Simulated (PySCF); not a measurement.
# H6HoN3 (Ho(NH2)3): the cost of one run

Method: several levels, as the steps say, no spin–orbit coupling; program: PySCF 2.14.0.

1 further run of the same task is left out (for a known fault of the program).

### 1 The starting structure

10 atoms, charge 0, spin multiplicity 1.

Bond lengths: Ho1–N2 2.162 Å, Ho1–N5 2.164 Å, Ho1–N8 2.163 Å, N2–H3 1.021 Å, N2–H4 1.021 Å, N5–H6 1.021 Å, N5–H7 1.021 Å, N8–H9 1.021 Å, N8–H10 1.021 Å. Angles: N2–Ho1–N5 119.9°, N2–Ho1–N8 119.7°, N5–Ho1–N8 120.4°, Ho1–N2–H3 127.3°, Ho1–N2–H4 127.5°, H3–N2–H4 105.2°, Ho1–N5–H6 127.8°, Ho1–N5–H7 127.0°, H6–N5–H7 105.2°, Ho1–N8–H9 126.8°, Ho1–N8–H10 128.0°, H9–N8–H10 105.2°.

Geometry (Å):

```mol
H6HoN3
  3D, bonds by distance, orders not assigned

 10  9  0  0  0  0  0  0  0  0999 V2000
   -0.0069    0.0034    0.0133 Ho  0  0
    2.1552    0.0003   -0.0074 N   0  0
    2.7737   -0.8065    0.0837 H   0  0
    2.7767    0.8035   -0.1089 H   0  0
   -1.0847    1.8655   -0.2163 N   0  0
   -2.0956    2.0068   -0.2273 H   0  0
   -0.6831    2.7963   -0.3352 H   0  0
   -1.0778   -1.8636    0.2296 N   0  0
   -0.6699   -2.7944    0.3238 H   0  0
   -2.0875   -2.0113    0.2448 H   0  0
  1  2  8  0
  1  5  8  0
  1  8  8  0
  2  3  8  0
  2  4  8  0
  5  6  8  0
  5  7  8  0
  8  9  8  0
  8 10  8  0
M  END
```

Formal oxidation states: Ho +3. Each metal's 10 4f electrons lie in its core potential, so multiplicities, spins and levels count the valence alone. An earlier session relaxed this geometry at PBE0, Ho lcecp-1-SVP with ECP56, N def2-SVP, H def2-SVP (singlet, point group C3v).

At PBE0 on the finer grid: E = -205.293563 Eh, HOMO -6.07 eV, LUMO -1.07 eV, Mulliken charge on Ho1 +0.90 e, largest force component 0.013 eV/Å. 

Levels to run: TPSSh; B3LYP; PBE0, TZVP. Hardware: 2 threads of Arm Neoverse V1, shared host.

### 2 TPSSh

File run.py (the lines that set the calculation):

```python
mol = gto.M(atom='''
Ho    -0.00693     0.00345     0.01326
N      2.15520     0.00034    -0.00743
H      2.77366    -0.80650     0.08373
H      2.77674     0.80349    -0.10889
N     -1.08470     1.86545    -0.21634
H     -2.09561     2.00677    -0.22734
H     -0.68314     2.79625    -0.33519
N     -1.07780    -1.86357     0.22965
H     -0.66992    -2.79437     0.32379
H     -2.08750    -2.01130     0.24477''',
    basis={'Ho': 'lcecp-1-SVP', 'N': 'def2-SVP', 'H': 'def2-SVP'},
    ecp={'Ho': 'lcecp-1-SVP'},
    charge=0, spin=0)
mf = dft.RKS(mol, xc='TPSSH')
mf.grids.atom_grid = (75, 302)  # f atoms: unpruned, at least (60, 302)
mf = mf.density_fit()  # fitting sets: Ho AutoAux, N def2-universal-JKFIT, H def2-universal-JKFIT
mf.conv_tol = 1e-08; mf.max_cycle = 55
mf.kernel(dm0)  # dm0: the density of the relaxed state
```

Command:

```sh
$ OMP_NUM_THREADS=2 python run.py
```

**Question.** How long does this run take on 2 threads of Arm Neoverse V1, shared host?

About 10 s.
